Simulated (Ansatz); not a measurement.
# interstitial Cu in SiO2: molecular dynamics, part 2 of 2

Purpose: to see whether the interstitial stays in its void or moves on. The start is relaxed first. Runs: 110 steps of 1 fs at constant energy, with velocities drawn for 1800 K; 200 steps of 1 fs under a Nosé-Hoover thermostat at 1260 K. The host cell (P4_2/mnm) has 24 atoms, cell charge +1; the extra atom is the last.

Ansatz 0.2.0; DFT PBE, plane waves, PAW, scalar-relativistic, no spin polarisation.

**7. Frames from the trajectory**

Positions (Å) and forces (eV/Å):

```xyz
25
Lattice="-4.179 -4.179 0.000 4.179 -4.179 0.000 0.000 0.000 5.330" Properties=species:S:1:pos:R:3:forces:R:3 pbc="T T T" time_fs=28.0 T=811 dE=3.0810
Si   -0.004   -4.067    0.005    1.537    0.675    0.199
Si    1.997   -1.936    1.579   -0.555   -1.807   -5.252
O     1.210   -2.764    0.059    0.281   -1.788    1.643
O     0.794   -0.820    1.359   -1.971    1.867    0.079
O    -1.525   -5.228    0.004    1.322    0.464   -0.603
O     3.133   -3.504    1.393    1.473   -1.040    1.459
Si   -0.050   -4.100    2.734    1.794   -1.132    0.044
Si    2.056   -2.112    4.092   -0.108    0.760   -0.010
O     1.310   -2.796    2.747   -2.365   -3.172    0.309
O     0.770   -0.898    3.929   -0.692    1.868    1.200
O    -1.315   -5.418    2.752    2.311    1.660    1.562
O     3.357   -3.373    4.017    0.114   -0.095   -0.446
Si    0.041   -0.112   -0.048   -0.293   -1.036   -0.961
Si   -2.058   -2.024    1.385    1.390   -1.141    0.929
O    -2.852   -3.047   -0.093    2.862    1.279    0.378
O     0.874   -4.954    1.553    1.191   -0.191   -1.437
O    -1.268   -1.219    0.050   -1.537   -2.349   -0.044
O    -0.783   -3.463    1.355   -1.111    2.645    0.096
Si   -0.003    0.016    2.632   -0.296   -0.285    1.925
Si   -2.007   -2.073    3.985   -1.708   -1.136    2.057
O    -2.727   -3.036    2.678   -2.194    0.909   -0.283
O     0.836   -4.915    4.066    0.557   -1.234   -0.463
O    -1.156   -1.435    2.790    0.098    3.288   -4.147
O    -0.636   -3.230    4.016   -2.700   -0.265    1.113
Cu   -0.143   -6.317    0.553    0.601    1.256    0.652
25
Lattice="-4.179 -4.179 0.000 4.179 -4.179 0.000 0.000 0.000 5.330" Properties=species:S:1:pos:R:3:forces:R:3 pbc="T T T" time_fs=55.0 T=700 dE=3.4261
Si    0.060   -4.020    0.079   -1.402   -0.731   -1.214
Si    1.988   -2.067    1.333    0.561    1.742    4.072
O     1.392   -2.996    0.141   -1.135    1.688   -3.327
O     0.880   -0.736    1.342   -1.919   -0.149    1.214
O    -1.478   -5.180   -0.084    0.003   -0.871    1.262
O     3.271   -3.369    1.472   -0.575   -3.360    1.408
Si    0.099   -4.216    2.760   -1.667    0.307   -0.500
Si    2.075   -2.067    4.012   -0.024   -0.143    0.302
O     1.245   -2.913    2.762    0.240    0.651   -0.506
O     0.825   -0.875    4.050   -2.788    1.917   -0.887
O    -1.309   -5.450    2.799    1.180    0.933   -3.128
O     3.309   -3.364    4.044    0.983   -0.928    0.402
Si   -0.103   -0.159   -0.004    2.415    1.358    1.548
Si   -1.922   -2.146    1.456   -2.236    1.508   -2.089
O    -2.676   -2.928    0.103   -0.671   -0.549   -1.230
O     0.873   -4.919    1.306   -0.550    0.346    2.216
O    -1.243   -1.259    0.005   -1.321   -1.734    0.463
O    -0.725   -3.249    1.445    1.144   -2.115    0.334
Si    0.006    0.048    2.784   -0.110   -0.560   -2.510
Si   -2.105   -2.091    4.028    0.764    0.240    0.476
O    -3.085   -2.763    2.714    3.064   -0.427    0.394
O     0.854   -4.977    4.073   -0.042    0.324    0.423
O    -1.349   -1.089    2.598    0.434   -2.580    2.997
O    -0.858   -3.399    4.051    1.458    1.967   -1.261
Cu   -0.174   -6.340    0.478    2.195    1.166   -0.857
25
Lattice="-4.179 -4.179 0.000 4.179 -4.179 0.000 0.000 0.000 5.330" Properties=species:S:1:pos:R:3:forces:R:3 pbc="T T T" time_fs=82.0 T=757 dE=3.2485
Si   -0.033   -3.993   -0.026    0.737    1.308    1.747
Si    1.954   -2.036    1.429   -0.187   -0.046   -3.343
O     1.219   -2.716   -0.143   -0.180   -1.567    3.876
O     0.629   -0.892    1.548    3.111   -0.573   -2.032
O    -1.491   -5.220    0.037    0.145    0.340   -0.914
O     3.122   -3.703    1.491    0.488    4.007   -1.171
Si    0.064   -4.172    2.734   -0.183    1.059   -2.015
Si    2.080   -1.984    3.945   -0.098   -0.048    0.955
O     1.260   -2.855    2.681    0.853    0.412    1.549
O     0.712   -0.716    4.042    2.623   -2.241    1.210
O    -1.167   -5.394    2.510   -2.179   -1.485    2.990
O     3.348   -3.318    4.110   -1.085    0.528   -0.709
Si   -0.044   -0.138    0.173   -1.042   -1.024   -1.598
Si   -2.027   -2.099    1.419   -0.076   -0.440    3.039
O    -2.683   -3.117    0.056   -0.915    0.451    0.307
O     0.976   -4.857    1.426   -0.896   -0.047   -0.870
O    -1.248   -1.425    0.155    0.618    2.504   -3.595
O    -0.752   -3.251    1.385    1.730   -2.129    0.494
Si   -0.046   -0.002    2.800   -1.728    1.343    0.146
Si   -2.052   -2.106    4.076   -0.637   -0.928    0.010
O    -2.891   -2.894    2.704   -1.236   -0.522    0.148
O     0.752   -4.968    4.113    1.136   -0.588   -0.659
O    -1.282   -1.333    2.879   -0.056    1.784   -1.997
O    -0.720   -3.243    3.939   -0.945   -1.916    1.027
Cu   -0.050   -6.314    0.405    0.005   -0.183    1.406
25
Lattice="-4.179 -4.179 0.000 4.179 -4.179 0.000 0.000 0.000 5.330" Properties=species:S:1:pos:R:3:forces:R:3 pbc="T T T" time_fs=110.0 T=852 dE=2.9539
Si    0.077   -4.018    0.014   -1.755   -1.270   -1.155
Si    2.014   -2.018    1.374   -1.196    0.447    3.330
O     1.149   -2.829    0.144    2.579    2.538   -1.686
O     0.678   -0.722    1.408    1.449   -2.756    1.674
O    -1.430   -5.294    0.035   -1.684   -0.037    0.098
O     3.288   -3.300    1.340   -2.214   -2.815    2.310
Si    0.041   -4.079    2.650    0.103   -1.756    3.857
Si    2.056   -1.962    4.060   -1.057   -1.373   -1.674
O     1.259   -2.878    2.797    0.275    1.296   -1.384
O     0.704   -0.779    4.031    1.367   -1.692   -0.805
O    -1.332   -5.418    2.752    0.591    0.106   -1.675
O     3.272   -3.374    4.042   -0.560    1.164    1.374
Si   -0.015   -0.217    0.052   -3.129    1.720   -1.512
Si   -2.082   -2.112    1.531    1.280   -0.878   -3.256
O    -2.710   -3.122    0.072    0.584   -0.990   -0.605
O     0.908   -4.861    1.426    0.953   -0.063    0.142
O    -1.391   -1.310   -0.064    1.943    0.471    3.720
O    -0.814   -3.399    1.446   -0.467    1.376   -2.391
Si   -0.206    0.061    2.750    1.701   -1.054   -0.929
Si   -2.127   -2.224    4.061    0.636    1.112   -0.266
O    -2.860   -3.030    2.742   -1.808    0.867   -0.168
O     0.905   -4.986    3.978   -1.982    0.918    0.607
O    -1.278   -1.357    2.750    0.499    1.339   -0.172
O    -0.844   -3.403    3.982    1.652   -0.055    1.308
Cu    0.082   -6.256    0.444    0.242    1.387   -0.742
```

Reading of run 1. The temperature starts at 1800 K and averages 854 K in the second half, where it ranges from 603 to 1139 K; a mean near half the start is what vibrations about a minimum give, since they share energy equally between motion and strain. The total energy strays from its start by at most 0.72 meV/atom, 0.7 % of the mean kinetic energy, so a step of 1 fs is short enough over this time. No atom gets farther than 0.31 Å from its start, with the drift of the whole removed, against a typical distance of 1.7 Å between sites at the start. The interstitial Cu25 strays up to 0.34 Å from where this run began and ends 0.31 Å from it (the host's drift taken out), so it has kept its site.

**8. Run 2**

200 steps of 1 fs under a Nosé-Hoover thermostat at 1260 K, starting from the last frame of an earlier run, with new velocities.

Input file input.yaml:

```yaml
crystal:
  lattice:
    - [-4.179, -4.179, 0.0]
    - [4.179, -4.179, 0.0]
    - [0.0, 0.0, 5.3298]
  atoms:
    - { symbol: Si, position: [0.47160119, 0.48995883, 0.00258743] }
    - { symbol: Si, position: [0.00054101, 0.48242677, 0.25780228] }
    - { symbol: O, position: [0.20104711, 0.47601088, 0.02701973] }
    - { symbol: O, position: [0.00516971, 0.1674953, 0.26417504] }
    - { symbol: O, position: [0.80458368, 0.46229451, 0.00650293] }
    - { symbol: O, position: [0.00137977, 0.78821967, 0.25144455] }
    - { symbol: Si, position: [0.48321005, 0.49294673, 0.49714193] }
    - { symbol: Si, position: [-0.01124737, 0.48067846, 0.7617855] }
    - { symbol: O, position: [0.19370043, 0.49497745, 0.5248688] }
    - { symbol: O, position: [0.00900443, 0.17735877, 0.75636134] }
    - { symbol: O, position: [0.80762345, 0.48895812, 0.51643873] }
    - { symbol: O, position: [0.01225927, 0.7952084, 0.75836001] }
    - { symbol: Si, position: [0.02778108, 0.02422023, 0.00975349] }
    - { symbol: Si, position: [0.50184589, 0.00353519, 0.28719668] }
    - { symbol: O, position: [0.69774061, 0.0492286, 0.01356257] }
    - { symbol: O, position: [0.47302437, 0.69024693, 0.26755234] }
    - { symbol: O, position: [0.32310295, -0.00967894, -0.01191974] }
    - { symbol: O, position: [0.50405417, 0.30930632, 0.27124596] }
    - { symbol: Si, position: [0.01725689, -0.03198037, 0.5160452] }
    - { symbol: Si, position: [0.52066671, 0.01159231, 0.76204133] }
    - { symbol: O, position: [0.70466203, 0.0203082, 0.5144875] }
    - { symbol: O, position: [0.48836802, 0.70481843, 0.74633199] }
    - { symbol: O, position: [0.31526706, 0.00944151, 0.51593844] }
    - { symbol: O, position: [0.50809292, 0.30613385, 0.74721079] }
    - { symbol: Cu, position: [0.73865559, 0.75832819, 0.08320699] }
total_charge: 1
basis:
  ecutwfc: 420.0
kpoints:
  mp_grid: { grid: [2, 2, 2] }
hamiltonian:
  xc: pbe
  pseudopotentials: { kind: paw, azcp: { folder: soft_1 } }
scf:
  occupations: { method: fermi_dirac, width: 0.05 }
  lower_state_search: "off"
md:
  timestep: 1
  n_steps: 200
  ensemble: nvt_nose_hoover
  temperature: 1260.0
  initial_velocities: maxwell_boltzmann
  seed: 855983
  nose_hoover: { tau: 50.0, chain_length: 5 }
```

Started as:

```bash
> ansatz run input.yaml --threads 1 --pin off --max-ram 3072MiB --backend cpu --events-out ev --progress --plain --runs-dir out
```

What it wrote (excerpt; [...] marks lines left out):

```text
Warning: md: disabling space-group detection — thermal motion breaks the input geometry's symmetry, so no spatial operation reduces the k-mesh or symmetrises the density; time reversal is kept, so that k and −k are solved as one point where they differ and the mesh holds both, and exact [...]
Warning: RAYON_NUM_THREADS=1 ignored (pool sized by the plan → 1); use --threads N
[...]
Pseudopotentials: kind: paw
Pseudopotential: Si, paw, valence charge 4, recommended cutoff 420 eV (normal), <dir>
Pseudopotential: O, paw, valence charge 6, recommended cutoff 420 eV (normal), <dir>
[...]
md step     8: t =     8.00 fs  T =  1164.8 K  F+E_penalty+E_count = -20815.64452662 eV  E_kin = 3.613612 eV  conserved = -20812.03453040 eV  (5 SCF iters)
[...]
md step    12: t =    12.00 fs  T =  1097.1 K  F+E_penalty+E_count = -20815.42756672 eV  E_kin = 3.403324 eV  conserved = -20812.03450358 eV  (3 SCF iters)
[...]
md step    15: t =    15.00 fs  T =  1012.0 K  F+E_penalty+E_count = -20815.15356880 eV  E_kin = 3.139487 eV  conserved = -20812.03248890 eV  (4 SCF iters)
md step    16: t =    16.00 fs  T =   993.0 K  F+E_penalty+E_count = -20815.09053477 eV  E_kin = 3.080436 eV  conserved = -20812.03203961 eV  (4 SCF iters)
```

**9. The log goes on: dynamics from the last frame of the run before**

The log, continued (excerpt; [...] marks lines left out):

```text
md step    17: t =    17.00 fs  T =   983.2 K  F+E_penalty+E_count = -20815.05610820 eV  E_kin = 3.050242 eV  conserved = -20812.03183188 eV  (4 SCF iters)
[...]
md step    33: t =    33.00 fs  T =  1043.4 K  F+E_penalty+E_count = -20815.10677981 eV  E_kin = 3.237031 eV  conserved = -20812.03311919 eV  (3 SCF iters)
[...]
  atom   4  O     -0.09841983     1.31960615    -1.37263372
  atom   5  O      0.02436123     0.54788577     1.60191803
  atom   6  O     -1.18527679     0.87616575    -1.00289645
  atom   7  Si     2.45176773    -0.01713316    -2.19474187
  atom   8  Si     2.28826446    -3.23220935    -1.98424085
[...]
--- MD trajectory: 200 steps, t = 0.0 → 200.0 fs ---
  final state: T = 1219.4 K   F+E_penalty+E_count = -20814.29244475 eV   E_kin = 3.782829 eV
  conserved energy: peak-to-peak 1.081e-2 eV (4.323e-4 eV/atom) over 200.0 fs
```

Wall time 21 min (1 thread of Arm Neoverse V1, shared host); peak memory 0.57 GiB.

**10. What the atoms did**

The trajectory, every 15 steps (energies from step 0); msd is the mean square displacement from the start, the centre of mass held:

```csv
time (fs),T (K),potential energy change (meV/atom),conserved energy change (meV/atom),msd Cu (Å²),msd O (Å²),msd Si (Å²)
0.0,1260,0.0,0.00,0.000,0.000,0.000
15.0,1012,31.6,0.07,0.016,0.025,0.020
30.0,1200,12.7,-0.08,0.036,0.044,0.031
45.0,1125,30.2,0.04,0.065,0.036,0.030
60.0,1246,32.3,0.13,0.083,0.025,0.032
75.0,1239,53.1,0.18,0.073,0.030,0.026
90.0,1239,74.3,0.32,0.069,0.033,0.041
105.0,1337,77.5,0.26,0.080,0.049,0.048
120.0,1653,45.9,0.12,0.088,0.046,0.042
135.0,1523,61.1,0.12,0.111,0.036,0.037
150.0,1465,63.5,0.20,0.154,0.037,0.037
165.0,1365,67.6,0.23,0.196,0.042,0.036
180.0,1326,63.3,0.17,0.221,0.032,0.033
195.0,1003,94.9,0.34,0.224,0.034,0.044
200.0,1219,66.0,0.08,0.218,0.037,0.039
```

time (fs), T (K) and a bar:
```
      0.0       1260 ##############
      9.0       1157 #########
     17.0        983 ##
     26.0       1220 ############
     35.0        934 
     43.0       1012 ###
     52.0       1334 #################
     61.0       1256 ##############
     70.0       1247 #############
     78.0       1331 #################
     87.0       1331 #################
     96.0       1394 ###################
    104.0       1362 ##################
    113.0       1490 ########################
    122.0       1644 ##############################
    130.0       1388 ###################
    139.0       1508 ########################
    148.0       1404 ####################
    157.0       1564 ###########################
    165.0       1365 ##################
    174.0       1324 ################
    183.0       1389 ###################
    191.0       1216 ############
    200.0       1219 ############
```

Pair distribution over the second half of the run:

```csv
r (Å),g O–O,g Si–O,g Si–Si
0.68,0.00,0.00,0.00
0.84,0.00,0.00,0.00
1.00,0.00,0.00,0.00
1.16,0.00,0.00,0.00
1.32,0.00,0.00,0.00
1.48,0.00,0.19,0.00
1.64,0.00,3.49,0.00
1.80,0.00,5.44,0.00
1.96,0.01,1.67,0.00
2.12,0.26,0.19,0.00
2.28,1.83,0.01,0.00
2.44,3.56,0.00,0.37
2.60,3.65,0.02,1.59
```

First peaks of g(r) (not always the tallest), and, where a minimum follows, the mean number of second-named atoms round a first-named one up to the next minimum:

```csv
pair,peak (Å),height,minimum (Å),neighbours
Si–O,1.72,5.6,2.36,6.0
```

Maxima of the velocity power spectrum (cm⁻¹, relative height; resolution about 330 cm⁻¹): 750 (100).

**11. Frames from the trajectory**

Extended XYZ, with forces in eV/Å:

```xyz
25
Lattice="-4.179 -4.179 0.000 4.179 -4.179 0.000 0.000 0.000 5.330" Properties=species:S:1:pos:R:3:forces:R:3 pbc="T T T" time_fs=50.0 T=1326 dE=0.2611
Si    0.163   -4.056    0.068   -0.816    1.172    0.408
Si    2.004   -1.979    1.374   -1.701    0.272    3.253
O     1.352   -2.807    0.079   -2.256   -2.103   -1.103
O     0.757   -0.776    1.359   -1.448    0.550    0.934
O    -1.516   -5.226    0.076   -0.114    2.838   -1.735
O     3.075   -3.451    1.383    2.043   -2.402    1.076
Si    0.166   -4.104    2.801   -0.836   -1.531   -2.304
Si    2.103   -1.984    4.043   -1.052    0.228   -0.503
O     1.288   -2.835    2.814   -0.831   -0.362   -2.002
O     0.814   -0.811    4.136   -2.078    1.797   -2.407
O    -1.302   -5.477    2.701    1.234    2.271   -0.019
O     3.260   -3.307    3.965    1.961   -2.109    1.434
Si   -0.218   -0.030    0.048    1.974   -2.138   -0.972
Si   -2.044   -2.201    1.394    1.403    0.859    0.092
O    -2.809   -2.990   -0.002    1.633   -0.068    0.116
O     0.802   -5.055    1.446    2.439    2.837    0.365
O    -1.142   -1.417   -0.021   -2.274    0.329    1.634
O    -0.694   -3.270    1.429    0.521   -1.523   -0.259
Si   -0.006   -0.061    2.736   -0.135    0.705    0.193
Si   -1.991   -2.164    4.046   -0.568    0.253   -1.624
O    -2.988   -2.937    2.613    1.703    0.537    1.901
O     0.880   -5.034    4.100    0.180    0.715   -0.251
O    -1.262   -1.235    2.740   -1.440   -2.284   -0.325
O    -0.663   -3.357    3.997   -2.155    0.496    2.003
Cu   -0.191   -6.271    0.452    2.613   -1.339    0.095
25
Lattice="-4.179 -4.179 0.000 4.179 -4.179 0.000 0.000 0.000 5.330" Properties=species:S:1:pos:R:3:forces:R:3 pbc="T T T" time_fs=100.0 T=1453 dE=1.4647
Si   -0.033   -3.984   -0.108   -2.225   -0.259    3.558
Si    2.062   -2.145    1.374   -2.639    0.387    0.245
O     1.131   -2.819    0.087    3.294    0.835   -1.512
O     0.778   -0.846    1.459    0.806    0.257    0.022
O    -1.387   -5.221   -0.049   -2.891   -0.596   -2.175
O     3.142   -3.519    1.426    1.938   -0.642   -0.316
Si   -0.028   -4.285    2.762   -1.097    2.550   -4.804
Si    2.009   -2.264    3.964    0.244    2.762    0.907
O     1.219   -3.029    2.666    1.339    2.079    0.501
O     0.768   -0.899    4.040    1.524   -0.161   -3.046
O    -1.245   -5.552    2.608   -0.491    1.161    2.428
O     3.370   -3.304    4.111   -0.201   -1.265   -0.304
Si    0.155   -0.225    0.028   -1.698    2.171    1.856
Si   -1.923   -2.039    1.454   -1.336    0.710    0.022
O    -2.818   -3.094   -0.064    0.468    1.560   -0.317
O     0.951   -4.901    1.368    0.476    1.758    0.855
O    -1.159   -1.326    0.011   -2.665    0.341    0.580
O    -0.896   -3.274    1.227    2.501   -3.130    2.761
Si   -0.035    0.072    2.784    0.305   -0.783   -1.664
Si   -2.188   -1.953    4.134    2.220   -2.576   -3.243
O    -3.046   -2.747    2.633    1.455   -0.973    1.738
O     0.791   -4.922    4.028    1.233   -1.052    1.605
O    -1.202   -1.249    2.748   -1.809   -0.159    1.173
O    -0.681   -3.160    3.930   -2.106   -2.246   -0.612
Cu   -0.087   -6.194    0.652    1.355   -2.730   -0.260
25
Lattice="-4.179 -4.179 0.000 4.179 -4.179 0.000 0.000 0.000 5.330" Properties=species:S:1:pos:R:3:forces:R:3 pbc="T T T" time_fs=150.0 T=1465 dE=1.5884
Si   -0.063   -3.997    0.090    2.611   -2.655   -3.777
Si    1.810   -2.013    1.371    2.664   -1.048    0.070
O     1.177   -2.819   -0.075    1.932   -0.463    1.160
O     0.627   -0.844    1.269    0.705   -0.333    0.258
O    -1.368   -5.323    0.146   -1.916   -0.878   -2.158
O     3.176   -3.470    1.421   -0.401   -0.910   -1.183
Si    0.090   -4.107    2.764   -2.467   -0.957    0.920
Si    2.139   -1.969    4.027    0.383   -0.600   -0.797
O     1.100   -2.765    2.764    2.502    1.373   -0.144
O     0.825   -0.863    4.142   -0.890    0.619   -4.350
O    -1.191   -5.388    2.545   -3.704   -1.203    1.853
O     3.392   -3.232    3.969   -0.482   -2.114    0.617
Si   -0.166   -0.166   -0.100    0.985    4.096    0.535
Si   -2.019   -2.063    1.293    1.138   -2.076    3.071
O    -2.828   -3.135   -0.119   -0.256    1.099    2.708
O     0.927   -4.690    1.466    2.395   -1.040   -2.117
O    -1.326   -1.303   -0.132   -1.365   -0.266    2.509
O    -0.720   -3.289    1.276   -3.845    3.448    4.530
Si    0.021   -0.054    2.589   -1.555    1.688    3.616
Si   -2.137   -2.168    4.052   -0.699   -1.176   -4.990
O    -2.821   -3.075    2.712   -0.507   -0.247   -2.225
O     0.763   -5.234    3.873   -0.584    3.244    2.256
O    -1.250   -1.415    2.706    0.645    1.475   -0.254
O    -0.890   -3.455    4.087    1.653    0.005   -1.861
Cu    0.096   -6.210    0.832    1.059   -1.079   -0.246
25
Lattice="-4.179 -4.179 0.000 4.179 -4.179 0.000 0.000 0.000 5.330" Properties=species:S:1:pos:R:3:forces:R:3 pbc="T T T" time_fs=200.0 T=1219 dE=1.6507
Si    0.080   -4.129    0.025    1.603    1.620   -2.890
Si    1.998   -1.827    1.325   -1.506   -2.396   -0.078
O     1.316   -2.770   -0.007   -1.298   -1.230    0.785
O     0.690   -0.820    1.431   -0.098    1.320   -1.373
O    -1.349   -5.302   -0.128    0.024    0.548    1.602
O     3.233   -3.494    1.324   -1.185    0.876   -1.003
Si    0.032   -4.196    2.747    2.452   -0.017   -2.195
Si    1.906   -1.911    4.000    2.288   -3.232   -1.984
O     1.326   -2.812    2.571   -1.091   -0.757    2.103
O     0.660   -0.901    4.034   -1.397    1.526   -1.822
O    -1.342   -5.312    2.660    0.848    0.262    0.322
O     3.299   -3.389    4.064   -0.890    0.812   -0.971
Si   -0.108   -0.081   -0.046    1.020    0.522    0.778
Si   -1.914   -2.242    1.228   -2.694    2.717    5.150
O    -2.836   -3.179   -0.079    1.905    1.466    0.405
O     0.950   -4.804    1.325   -0.168    2.324    0.982
O    -1.185   -1.304    0.064   -3.885   -3.284   -1.917
O    -0.832   -3.349    1.187    2.835   -2.671    3.034
Si   -0.309   -0.038    2.655    3.759    0.776    2.646
Si   -2.084   -2.204    4.070   -0.176    1.119   -4.064
O    -3.020   -2.881    2.833    1.133   -1.627   -2.920
O     0.910   -5.058    4.009   -1.843    2.054    1.879
O    -1.461   -1.195    2.649    0.684   -3.649    0.268
O    -0.671   -3.361    3.948   -1.619    2.017    1.468
Cu    0.105   -6.263    0.910   -0.702   -1.096   -0.204
```

Reading of run 2. Against a set 1260 K the second half averages 1405 K with a spread of 141 K (in equilibrium 25 atoms would scatter by about 210 K, over a far longer run). The conserved energy strays from its start by at most 0.34 meV/atom, 0.2 % of the mean kinetic energy, so a step of 1 fs is short enough over this time. No atom gets farther than 0.48 Å from its start, with the drift of the whole removed, against a typical distance of 1.7 Å between sites at the start. The interstitial Cu25 strays up to 0.54 Å from where this run began and ends 0.53 Å from it (the host's drift taken out), so it has kept its site.

**12. Outcome**

This closing draws on all 2 parts.

| quantity | value |
| --- | --- |
| relaxation of the start | 7 moves, 8.246 eV lower |
| run 1: length | 110 steps of 1 fs |
| run 1: temperature, first and last step | 1800 and 852 K |
| run 1: temperature, second half | mean 854 K, from 603 to 1139 K |
| run 1: potential energy, second half | +118 meV/atom from this run's first step |
| run 1: largest change of the total energy | 0.72 meV/atom |
| run 1: mean square displacement, second half | Cu 0.085, O 0.017, Si 0.011 Å² |
| run 2: length | 200 steps of 1 fs |
| run 2: temperature, first and last step | 1260 and 1219 K |
| run 2: temperature, second half | mean 1405 K, from 1002 to 1653 K |
| run 2: potential energy, second half | +65 meV/atom from this run's first step |
| run 2: largest change of the conserved energy | 0.34 meV/atom |
| run 2: mean square displacement, second half | Cu 0.154, O 0.039, Si 0.039 Å² |

In words: Mean temperatures of the second halves: 854 K, 1405 K. In the last run: the interstitial Cu25 strays up to 0.54 Å from where this run began and ends 0.53 Å from it (the host's drift taken out), so it has kept its site. Averages from a run of 200 fs with 25 atoms are rough. The charged cell sits in a uniform background, with no correction for images.
